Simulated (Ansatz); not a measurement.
# C₈H₁₆: one species, many methods

The task here is to estimate one member of a computed series from the others.

Computed with Ansatz 0.2.0, Gaussian basis. Level: functionals in def2-TZVPP, the program's frozen cores in correlated methods.

Plan: PBE-D4, r2SCAN-D4, PBE0-D4, B3LYP-D4, ωB97X-V, ωB97M-V, B2PLYP; CCSD(T)/def2-TZVPP; MP2/def2-QZVPP; extrapolation to the limit.

**The relaxed structure**

An earlier PBE0-D4 in a triple-zeta def2 set relaxation fixed the geometry.

SMILES `C=CCCCCCC`, 24 atoms, charge 0, spin multiplicity 1.

Atoms are counted from 1 here; the program's logs count them from 0.

Bond lengths: C1–C2 1.326 Å, C1–H9 1.084 Å, C1–H10 1.085 Å, C2–C3 1.497 Å, C2–H11 1.089 Å, C3–C4 1.521 Å, C3–H12 1.098 Å, C3–H13 1.098 Å, C4–C5 1.521 Å, C4–H14 1.096 Å, C4–H15 1.095 Å, C5–C6 1.520 Å, C5–H16 1.093 Å, C5–H17 1.098 Å, C6–C7 1.523 Å, C6–H18 1.096 Å, C6–H19 1.098 Å, C7–C8 1.520 Å and more. Angles: C2–C1–H9 121.0°, C2–C1–H10 122.4°, H9–C1–H10 116.6°, C1–C2–C3 127.1°, C1–C2–H11 118.1°, C3–C2–H11 114.8°, C2–C3–C4 116.6°, C2–C3–H12 107.5°, C2–C3–H13 108.4°, C4–C3–H12 109.6°, C4–C3–H13 109.4°, H12–C3–H13 104.7°, C3–C4–C5 113.9°, C3–C4–H14 109.6°, C3–C4–H15 108.7°, C5–C4–H14 109.8°, C5–C4–H15 108.8°, H14–C4–H15 105.7° and more.

Geometry (Å):

```
C    -0.9995    0.7424    2.6595
C    -1.2769    1.8347    1.9611
C    -0.5211    2.3709    0.7858
C     0.5798    1.4855    0.2229
C     0.0665    0.2783   -0.5478
C     1.1858   -0.6247   -1.0401
C     0.7168   -1.8066   -1.8789
C    -0.1362   -2.8065   -1.1146
H    -1.6046    0.4555    3.5115
H    -0.1648    0.0940    2.4164
H    -2.1316    2.4358    2.2669
H    -0.1003    3.3415    1.0794
H    -1.2402    2.6078   -0.0095
H     1.2378    1.1546    1.0349
H     1.2094    2.0870   -0.4417
H    -0.6268   -0.2882    0.0796
H    -0.5197    0.6277   -1.4076
H     1.8916   -0.0260   -1.6280
H     1.7529   -0.9985   -0.1775
H     0.1569   -1.4332   -2.7446
H     1.5937   -2.3213   -2.2856
H    -1.0692   -2.3607   -0.7626
H    -0.3988   -3.6627   -1.7404
H     0.3984   -3.1874   -0.2392
```

The first run:

in.yaml reads:

```yaml
crystal:
  periodic: [false, false, false]
  atoms:
    - {symbol: C, position_ang: [-0.999529, 0.742410, 2.659533]}
    - {symbol: C, position_ang: [-1.276908, 1.834652, 1.961063]}
    - {symbol: C, position_ang: [-0.521064, 2.370913, 0.785794]}
    - {symbol: C, position_ang: [0.579800, 1.485526, 0.222940]}
    - {symbol: C, position_ang: [0.066531, 0.278306, -0.547822]}
    - {symbol: C, position_ang: [1.185796, -0.624738, -1.040090]}
    - {symbol: C, position_ang: [0.716845, -1.806638, -1.878882]}
    - {symbol: C, position_ang: [-0.136209, -2.806533, -1.114626]}
    - {symbol: H, position_ang: [-1.604641, 0.455537, 3.511475]}
    - {symbol: H, position_ang: [-0.164813, 0.094040, 2.416361]}
    - {symbol: H, position_ang: [-2.131560, 2.435844, 2.266888]}
    - {symbol: H, position_ang: [-0.100263, 3.341521, 1.079388]}
    - {symbol: H, position_ang: [-1.240246, 2.607842, -0.009485]}
    - {symbol: H, position_ang: [1.237836, 1.154623, 1.034940]}
    - {symbol: H, position_ang: [1.209449, 2.086971, -0.441688]}
    - {symbol: H, position_ang: [-0.626754, -0.288165, 0.079642]}
    - {symbol: H, position_ang: [-0.519744, 0.627682, -1.407592]}
    - {symbol: H, position_ang: [1.891566, -0.025969, -1.627984]}
    - {symbol: H, position_ang: [1.752914, -0.998473, -0.177541]}
    - {symbol: H, position_ang: [0.156893, -1.433239, -2.744576]}
    - {symbol: H, position_ang: [1.593675, -2.321301, -2.285619]}
    - {symbol: H, position_ang: [-1.069167, -2.360721, -0.762585]}
    - {symbol: H, position_ang: [-0.398787, -3.662675, -1.740369]}
    - {symbol: H, position_ang: [0.398379, -3.187423, -0.239156]}
basis:
  gaussian: {orbitals: def2-TZVPP}
hamiltonian: {xc: pbe, dispersion: d4}
output: {forces: true, orbitals: {seedname: orbitals}}
```

The run is started by

```console
> ansatz run in.yaml --threads 4 --pin off --events-out ev --progress --plain --max-ram 41984MiB --backend cuda --devices 0, --max-vram 37GiB
```

Among the steps run: PBE-D4 (GGA); r2SCAN-D4 (meta-GGA); PBE0-D4 (hybrid); B3LYP-D4 (hybrid); ωB97X-V (range-separated); ωB97M-V (range-separated); B2PLYP (double hybrid); CCSD(T) in def2-TZVPP; MP2 in def2-QZVPP.

One table of the session follows, with a row left open; its other results are not shown here.

It belongs to the step «Atomisation energies». 

| method | atoms, summed (eV) | atomisation energy (kJ/mol) |
| --- | --- | --- |
| PBE-D4 | -8445.370 | 9937.6 |
| r2SCAN-D4 | -8453.549 | 9774.2 |
| PBE0-D4 | -8448.035 | 9833.2 |
| B3LYP-D4 | -8460.300 | 9764.0 |
| ωB97X-V | -8456.771 | 9760.7 |
| ωB97M-V | -8453.949 | 9777.6 |
| B2PLYP | -8451.695 | 9664.0 |
| HF/def2-TZVPP | -8422.925 | 7404.9 |
| MP2/def2-TZVPP | -8437.317 | 9643.3 |
| CCSD/def2-TZVPP | ? | ? |
| CCSD(T)/def2-TZVPP | -8442.202 | 9551.8 |
| MP2/CBS | -8439.775 | 9840.7 |
| CCSD(T)/CBS | -8444.660 | 9749.2 |

Estimate the missing values for CCSD/def2-TZVPP.

**Answer.** atoms, summed (eV): -8441.760; atomisation energy (kJ/mol): 9435.8. In the column «atoms, summed (eV)» it lies between CCSD(T)/def2-TZVPP (-8442.202) and MP2/CBS (-8439.775).
